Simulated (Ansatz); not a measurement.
Working through a rigid scan of one bond length of AlBrClHO, SMILES [OH][Al]([Cl])[Br]

With the Ansatz DFT code, driven from Python.

The script reads `albrclho.xyz`:
```text
5

O    -0.07480    1.40750    0.42890
Al   -0.14040   -0.35510    0.08680
Cl    1.10930   -1.70140    1.26850
Br   -1.43780   -1.22270   -1.63790
H     0.59370    1.79810   -0.18780
```

Notebook, run cell by cell (the value of a cell's last expression is shown):

```python
import ansatz as az
import matplotlib.pyplot as plt
import numpy as np
```

```python
system = az.Crystal.molecule_from_extxyz("albrclho.xyz")
```

```python
symbols = [site.symbol for site in system.cartesian_sites]
start = np.array([site.position_ang for site in system.cartesian_sites])
axis = (start[0] - start[1]) / np.linalg.norm(start[0] - start[1])
moving = [0, 4]
lengths, energies = [1.581, 1.653, 1.725, 1.797, 1.869, 1.94, 2.012, 2.12], []
for length in lengths:
    xyz = start.copy()
    xyz[moving] += (length - np.linalg.norm(start[0] - start[1])) * axis
    point = az.Crystal.molecule()
    for symbol, place in zip(symbols, xyz):
        point = point.atom(symbol, place.tolist())
    setup = (
        point.calculation()
        .basis(gaussian="def2-SVP")  # the orbital basis, by name
        .functional("PBE")
    )
    report = setup.run(threads=1, backend="cpu").report
    energies.append(report["free_energy_ev"])
    print(f"r = {length:6.3f} A  E = {energies[-1]:.5f} eV  <S^2> = {abs(report['mean_field']['state']['spin_squared']):.3f}")
```

    r =  1.581 A  E = -91196.09652 eV  <S^2> = 0.000
    r =  1.653 A  E = -91196.37497 eV  <S^2> = 0.000
    r =  1.725 A  E = -91196.45643 eV  <S^2> = 0.000
    r =  1.797 A  E = -91196.40016 eV  <S^2> = 0.000
    r =  1.869 A  E = -91196.24906 eV  <S^2> = 0.000
    r =  1.940 A  E = -91196.03780 eV  <S^2> = 0.000
    r =  2.012 A  E = -91195.78301 eV  <S^2> = 0.000
    r =  2.120 A  E = -91195.35946 eV  <S^2> = 0.000

```python
# quartic fit about the minimum
fit = np.polynomial.Polynomial.fit(lengths, np.array(energies) - min(energies), 4).convert()
roots = [r.real for r in fit.deriv().roots() if abs(r.imag) < 1e-9 and fit.deriv(2)(r.real) > 0]
r_e = min(roots, key=lambda r: abs(r - lengths[int(np.argmin(energies))]))
print(f"minimum of the fit at {r_e:.4f} A, force constant {fit.deriv(2)(r_e):.2f} eV/A^2")
plt.figure(figsize=(4.5, 3))
plt.plot(lengths, np.array(energies) - min(energies), "o-")
plt.xlabel("bond length (A)")
plt.ylabel("E - E(min) (eV)")
plt.tight_layout()
plt.savefig("scan.png", dpi=100)
```

    minimum of the fit at 1.7278 A, force constant 26.44 eV/A^2

Total energies depend on the basis set; only differences at equal settings carry meaning. The rest of the molecule is held rigid at a force-field or estimated start geometry, and the basis set is modest; single-reference methods fail as a bond breaks. The orbitals are restricted, so S² is zero by construction. Wall time of the script: 13 s on 1 thread of Arm Neoverse V2, on a shared host, peak memory 0.23 GiB.
